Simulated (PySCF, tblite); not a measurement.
**C₅H₁₁GeNO₂: geometry, infrared bands, NMR shifts, electronic excitations and core binding energies**

Wanted: the infrared bands, NMR shifts, electronic excitations and core binding energies of C₅H₁₁GeNO₂ (`O=[C](O)[GeH2][N]1CCCC1`), by calculation.

Computed with tblite 0.8.0 and PySCF 2.14.0, with density-fitted response routines of our own, on a single molecule in the gas phase. Atoms are numbered from 0 throughout.

## (1) The molecule as given

20 atoms, charge 0, multiplicity 1; geometry from: force field or distance geometry start.

Bonds of the start (Å): O0–C1 1.28, C1–O2 1.40, C1–Ge3 1.91, Ge3–N4 1.79, N4–C5 1.40, C5–C6 1.51, C6–C7 1.52, C7–C8 1.52, C8–N4 1.39, O2–H9 1.00, Ge3–H10 1.56, Ge3–H11 1.55, C5–H12 1.10, C5–H13 1.11, C6–H14 1.10, C6–H15 1.12, C7–H16 1.12, C7–H17 1.10, C8–H18 1.11, C8–H19 1.09.

## (2) Optimising the geometry with GFN2-xTB

What the job is given:

```
{"job": {"kind": "relax", "xc": "GFN2-xTB", "basis": "xTB"}, "charge": 0, "multiplicity": 1}
O      3.638300     1.431500     0.359900
C      2.954200     0.444700    -0.089300
O      3.390000    -0.871500     0.083100
Ge     1.321000     0.869400    -0.989800
N     -0.098300     0.210600    -0.118900
C     -1.104600     1.043900     0.381400
C     -2.323900     0.153300     0.347400
C     -1.891900    -1.142100    -0.328800
C     -0.385200    -1.152000    -0.104100
H      4.245800    -1.048300     0.565600
H      1.439300     0.228800    -2.409400
H      1.178500     2.400500    -1.210200
H     -1.219500     1.961400    -0.214400
H     -0.843300     1.366700     1.410700
H     -3.176500     0.634700    -0.155500
H     -2.633900    -0.126100     1.384900
H     -2.064200    -0.992200    -1.424000
H     -2.401800    -2.027600     0.085100
H     -0.162700    -1.624600     0.873400
H      0.133400    -1.750300    -0.859900
```

Launch:

```sh
> OMP_NUM_THREADS=1 python probes_run.py task.json out
```

The driver reads the jobs from task.json and runs them one after another.

**Question.** This job is followed by: GFN2-xTB harmonic vibrations, gas phase; PBE0-D3(BJ)/def2-SVP geometry optimisation, gas phase; GIAO PBE0/pcSseg-1 NMR shielding, non-relativistic, gas phase; TDDFT wB97X-D/def2-SVPD, vertical, gas phase, core orbitals frozen in the response; GIAO wB97X-D/pcSseg-1 NMR shielding, non-relativistic, gas phase; delta-SCF UKS SCAN, pcX-2 on the ionised atom, pcseg-1 elsewhere, spin-free X2C. What will the session give for the following? strongest single infrared mode (GFN2-xTB); zero-point energy (GFN2-xTB); point group; rotational constants (main isotopes); ¹³C shifts against TMS (PBE0/pcSseg-1, means over atoms taken as alike); ¹H shifts against TMS (PBE0/pcSseg-1, means over atoms taken as alike); ¹⁷O shifts against H2O (PBE0/pcSseg-1); ⁷³Ge shifts against GeMe4 (PBE0/pcSseg-1); ¹⁵N shifts against NH3 (PBE0/pcSseg-1); surface potential, 1st and 99th percentile; lowest singlet (wB97X-D/def2-SVPD); brightest single state of those computed; lowest triplet; vertical ionisation energy (ΔSCF); C1s binding energies, SCAN/pcX-2 (standing for 4 of 5 atoms); O1s binding energies, SCAN/pcX-2 (standing for 1 of 2 atoms); N1s binding energies, SCAN/pcX-2; range of the shift of N4.

The runs gave:

| quantity | value |
| --- | --- |
| strongest single infrared mode (GFN2-xTB) | 2031 cm⁻¹, 488 km/mol |
| zero-point energy (GFN2-xTB) | 96.3 kcal/mol |
| point group | C1 |
| rotational constants (main isotopes) | 2.03, 0.70, 0.67 GHz |
| ¹³C shifts against TMS (PBE0/pcSseg-1, means over atoms taken as alike) | 180.7, 52.3, 26.4 ppm |
| ¹H shifts against TMS (PBE0/pcSseg-1, means over atoms taken as alike) | 6.07, 4.85, 2.82, 1.65 ppm |
| ¹⁷O shifts against H2O (PBE0/pcSseg-1) | 499.6, 243.1 ppm |
| ⁷³Ge shifts against GeMe4 (PBE0/pcSseg-1) | -115 ppm |
| ¹⁵N shifts against NH3 (PBE0/pcSseg-1) | 51.6 ppm |
| surface potential, 1st and 99th percentile | -1.55 V and 2.07 V |
| lowest singlet (wB97X-D/def2-SVPD) | 4.74 eV (262 nm), f = 0.021 |
| brightest single state of those computed | state 8, 7.41 eV, f = 0.109 |
| lowest triplet | 4.20 eV |
| vertical ionisation energy (ΔSCF) | 8.17 eV |
| C1s binding energies, SCAN/pcX-2 (standing for 4 of 5 atoms) | C5 291.20, C6 290.46 eV |
| O1s binding energies, SCAN/pcX-2 (standing for 1 of 2 atoms) | O2 539.78 eV |
| N1s binding energies, SCAN/pcX-2 | N4 404.01 eV |
| range of the shift of N4 | 45.4 to 51.6 ppm |

All 54 modes are real, so the xTB geometry is a minimum. The strongest single mode, at 2031 cm⁻¹, moves mainly H11 and H10. GFN2-xTB is a fitted tight-binding method: band positions and strengths are rough. Its intensities can rank the bands wrongly. Over 5 steps the energy fell by 0.167 eV; of the close pairs, Ge3–H10 changed most, 1.487 to 1.536 Å (PBE0/def2-SVP). At PBE0/pcSseg-1: The widest tensor belongs to O0: span 685 ppm, with a paramagnetic part of -568 ppm. At wB97X-D/def2-SVPD, the highest states lie near or above the ionisation energy, where they hang on the basis. The orbital energy would give 8.19 eV for ionisation, ΔSCF gives 8.17 eV. The C1s levels kept as sound span 0.74 eV, from C6 (sp3 CH2 in a ring) up to C5 (sp3 CH2 bonded to N). Only 4 of the 5 C atoms are covered by sound results. Across the 2 runs the shift of N4 moves most, between 45.4 (wB97X-D/pcSseg-1) and 51.6 ppm (PBE0/pcSseg-1). Spin-orbit coupling is left out, which matters for shieldings and couplings at and beside the heavy atoms.
